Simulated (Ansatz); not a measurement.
# CHFGa (quartet): from Hartree-Fock to the top rungs at a displaced geometry (v1), cc-pVDZ

One table from this session's results is given with a row withheld; the runs are named, their logs left out.

Computed with Ansatz 0.2.0, Gaussian basis. Level: cc-pVDZ, core rule «outside noble gas», up to 16 orbitals frozen.

Plan: UHF; CCSD(T) on ROHF; CCSD(T) on UHF; BCCD(T) on ROHF; CISD as a restricted active space (open shells left free, so some higher excitations enter); CCSDT(Q) on ROHF; CCSDT(Q) on UHF.

33 further runs of the same task are left out: 15 that didn't finish, 18 set aside as unsound or not needed. Runs told in other sessions of the task aren't counted.

## The system

The geometry is a PBE0/def2-TZVP stationary point (not a proven minimum) with its atoms shifted at random (size 0.040 Å). No spin-orbit coupling is included. The filled d shell of Ga may be among the frozen orbitals whatever the setting's name suggests.

4 atoms, charge 0, spin multiplicity 4.

Atoms are counted from 1 here; the program's logs count them from 0.

Bond lengths: C1–Ga2 1.932 Å, Ga2–F3 1.760 Å, Ga2–H4 1.546 Å. Angles: C1–Ga2–F3 117.3°, C1–Ga2–H4 126.4°, F3–Ga2–H4 116.3°.

Set-up of the first run:

in.yaml

```yaml
crystal:
  periodic: [false, false, false]
  atoms:
    - {symbol: C, position_ang: [-0.007679, -0.850118, 1.682051]}
    - {symbol: Ga, position_ang: [-0.008512, 0.267624, 0.105960]}
    - {symbol: F, position_ang: [0.039452, -0.540853, -1.456318]}
    - {symbol: H, position_ang: [-0.063325, 1.811928, 0.076663]}
basis:
  gaussian: {orbitals: cc-pVDZ}
magnetization: {spin_polarized: true, initial_magnetization: 3}
hamiltonian: {xc: hf}
output: {orbitals: {seedname: orbitals}}
```

Command:

```bash
$ ansatz run in.yaml --threads 1 --pin off --events-out ev --progress --plain --max-ram 2393MiB
```

Steps of the session up to this table: UHF; CCSD(T) on ROHF; CCSD(T) on UHF; BCCD(T) on ROHF; CISD as a restricted active space (open shells left free, so some higher excitations enter); CCSDT(Q) on ROHF; CCSDT(Q) on UHF.

One table of the session follows, with a row left open; its other results are not shown here.

It belongs to the step «Misses and costs». 

```
   method  from UCCSDT(Q) (meV)
     ROHF               +9272.5
      UHF               +9225.0
     RMP2                +919.4
     UMP2                +913.2
    RCCSD                +221.4
    UCCSD                +218.8
 RCCSD(T)                 +49.1
 UCCSD(T)                     ?
  BCCD(T)                 +43.4
   RCCSDT                 +22.5
   UCCSDT                 +20.3
RCCSDT(Q)                  +5.2
UCCSDT(Q)                     0
```

**Question.** Estimate the row for UCCSD(T).

The run gave: from UCCSDT(Q) (meV): +46.8. In the column «from UCCSDT(Q) (meV)» it lies between BCCD(T) (+43.4) and RCCSD(T) (+49.1).

Not comparable, so not listed: CISD as a restricted active space (open shells left free, so some higher excitations enter) (they don't share determinant, frozen orbitals or solution with the rows shown, or repeat one).

To keep in mind: Restricted and unrestricted rows rest on different reference determinants; a gap between their highest levels can come from leftover correlation error, from unlike frozen cores or from another state.
